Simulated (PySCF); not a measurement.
# C4H7NSi: geometry, spin-spin couplings

Wanted: the spin-spin couplings of C4H7NSi (`CC#C/C=N\[SiH3]`), by calculation.

Programs: PySCF 2.14.0, with density-fitted response routines of our own. Each step states its level of theory. These are calculated values for one molecule in the gas phase, unless marked as measured. Atoms count from 0, in the outputs and in this text.

## 1. The molecule as given

13 atoms, charge 0, multiplicity 1; geometry from: GFN2-xTB. The atoms were then displaced at random by about 0.01 Å, so the start is not that level's minimum.

Bonds of the start (Å): C0–C1 1.48, C1–C2 1.22, C2–C3 1.37, C3–N4 1.29, N4–Si5 1.71, C0–H6 1.07, C0–H7 1.09, C0–H8 1.07, C3–H9 1.08, Si5–H10 1.46, Si5–H11 1.46, Si5–H12 1.45.

## 2. Optimising the geometry at PBE0-D3(BJ)/def2-SVP

What the job is given:

```
{"job": {"xc": "PBE0", "basis": "def2-SVP", "d3": "d3bj", "grid": 1, "shake": 0.01, "kind": "geom"}, "charge": 0, "multiplicity": 1}
C      2.805030    -0.360480     0.200530
C      1.499690     0.260150    -0.094940
C      0.426080     0.779630    -0.353460
C     -0.786190     1.352590    -0.623660
N     -1.946480     0.822170    -0.414090
Si    -2.485790    -0.657400     0.248320
H      2.715770    -1.422940     0.156510
H      3.124520    -0.036880     1.189960
H      3.526230     0.004780    -0.507570
H     -0.790350     2.346220    -1.057200
H     -3.262070    -1.244040    -0.839490
H     -3.317240    -0.244520     1.378370
H     -1.503380    -1.616150     0.706390
```

On the command line:

```sh
$ OMP_NUM_THREADS=1 python probes_run.py task.json out
```

This one command runs all jobs of the session in turn.

**Question.** This job is followed by: B3LYP/cc-pVTZ indirect spin-spin coupling, non-relativistic, gas phase; B3LYP/6-31G* indirect spin-spin coupling, non-relativistic, gas phase. Predict these results of the whole session: point group; rotational constants (main isotopes); largest coupling of the table (B3LYP/cc-pVTZ); range of J(C1,C2), mean over like pairs.

The runs gave:

| quantity | value |
| --- | --- |
| point group | C1 |
| rotational constants (main isotopes) | 6.21, 1.31, 1.10 GHz |
| largest coupling of the table (B3LYP/cc-pVTZ) | 1J(C,C) C1–C2, 301.0 Hz |
| range of J(C1,C2), mean over like pairs | 185.9 to 301.0 Hz |

In words: The start of the PBE0/def2-SVP relaxation was shaken at random by about 0.01 Å, so part of the energy gained, and of the first lengths quoted, undoes that. Relaxing lowered the energy by 0.275 eV in 10 steps; the close pair that moved most is C2–C3, from 1.368 to 1.437 Å. No frequency check was run at this level, so the end point may be a saddle. In the run at B3LYP/cc-pVTZ, the largest coupling of the table is C1–C2, 301.0 Hz, of which the Fermi-contact term gives 293.5 Hz. The coupling C1–C2, as a mean over pairs of its kind, runs from 185.9 Hz (B3LYP/6-31G*) to 301.0 Hz (B3LYP/cc-pVTZ). Couplings from bases without tight functions are rough.
